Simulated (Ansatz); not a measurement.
**C₂H₈Ge: basis-set convergence**

One table from this session's results is given with a row withheld; the runs are named, their logs left out.

Method: one geometry, several basis sets; program: Ansatz 0.2.0, Gaussian basis.

Levels to be run: PBE0-D4/def2-SVP; ωB97M-V/def2-SVP; PBE0-D4/def2-QZVPP; ωB97M-V/def2-QZVPP; the functionals' def2-TZVPP values are taken from earlier runs.

### The geometry

An earlier PBE0-D4 in a triple-zeta def2 set relaxation fixed the geometry.

SMILES `C[CH2][GeH3]`, 11 atoms, charge 0, spin multiplicity 1.

Atoms are counted from 1 here; the program's logs count them from 0.

Bond lengths: C1–C2 1.522 Å, C1–H4 1.093 Å, C1–H5 1.094 Å, C1–H6 1.093 Å, C2–Ge3 1.960 Å, C2–H7 1.093 Å, C2–H8 1.093 Å, Ge3–H9 1.541 Å, Ge3–H10 1.541 Å, Ge3–H11 1.540 Å. Angles: C2–C1–H4 111.5°, C2–C1–H5 111.5°, C2–C1–H6 111.5°, H4–C1–H5 107.4°, H4–C1–H6 107.3°, H5–C1–H6 107.4°, C1–C2–Ge3 113.0°, C1–C2–H7 110.8°, C1–C2–H8 110.8°, Ge3–C2–H7 107.7°, Ge3–C2–H8 107.7°, H7–C2–H8 106.6°, C2–Ge3–H9 110.0°, C2–Ge3–H10 110.0°, C2–Ge3–H11 111.1°, H9–Ge3–H10 108.2°, H9–Ge3–H11 108.7°, H10–Ge3–H11 108.7°.

Coordinates:

```
C    -0.7767    1.1507   -0.3631
C    -0.4337   -0.3257   -0.5033
Ge    1.0293   -0.8884    0.6735
H     0.0795    1.7859   -0.6051
H    -1.5947    1.4364   -1.0302
H    -1.0855    1.3955    0.6566
H    -0.1424   -0.5612   -1.5306
H    -1.3020   -0.9498   -0.2747
H     0.6504   -0.6342    2.1454
H     2.3023   -0.0801    0.3566
H     1.3387   -2.3861    0.4953
```

The first run:

in.yaml

```yaml
crystal:
  periodic: [false, false, false]
  atoms:
    - {symbol: C, position_ang: [-0.776669, 1.150718, -0.363121]}
    - {symbol: C, position_ang: [-0.433720, -0.325670, -0.503252]}
    - {symbol: Ge, position_ang: [1.029299, -0.888377, 0.673541]}
    - {symbol: H, position_ang: [0.079538, 1.785876, -0.605055]}
    - {symbol: H, position_ang: [-1.594742, 1.436370, -1.030212]}
    - {symbol: H, position_ang: [-1.085539, 1.395497, 0.656551]}
    - {symbol: H, position_ang: [-0.142417, -0.561238, -1.530574]}
    - {symbol: H, position_ang: [-1.302036, -0.949806, -0.274735]}
    - {symbol: H, position_ang: [0.650420, -0.634196, 2.145366]}
    - {symbol: H, position_ang: [2.302319, -0.080055, 0.356577]}
    - {symbol: H, position_ang: [1.338745, -2.386121, 0.495314]}
basis:
  gaussian: {orbitals: def2-SVP}
hamiltonian: {xc: pbe0, dispersion: d4}
output: {orbitals: {seedname: orbitals}}
```

Started as:

```console
$ ansatz run in.yaml --threads 4 --pin off --events-out ev --progress --plain --max-ram 10444MiB
```

Among the steps run: PBE0-D4 in def2-SVP; ωB97M-V in def2-SVP; PBE0-D4 in def2-QZVPP; ωB97M-V in def2-QZVPP.

One of the session's tables, all rows but one given; the rest of the session is left out.

It belongs to the step «Density functionals: the series». 

```
functional       basis  HOMO (eV)  LUMO (eV)
   PBE0-D4    def2-SVP      -8.28       1.26
   PBE0-D4  def2-TZVPP      -8.28       0.83
   PBE0-D4  def2-QZVPP      -8.28       0.49
   ωB97M-V    def2-SVP     -10.46       2.97
   ωB97M-V  def2-TZVPP          ?          ?
   ωB97M-V  def2-QZVPP     -10.48       1.74
```

Q: Estimate the row for ωB97M-V, def2-TZVPP from the others.

**Answer.** HOMO (eV): -10.48; LUMO (eV): 2.33.
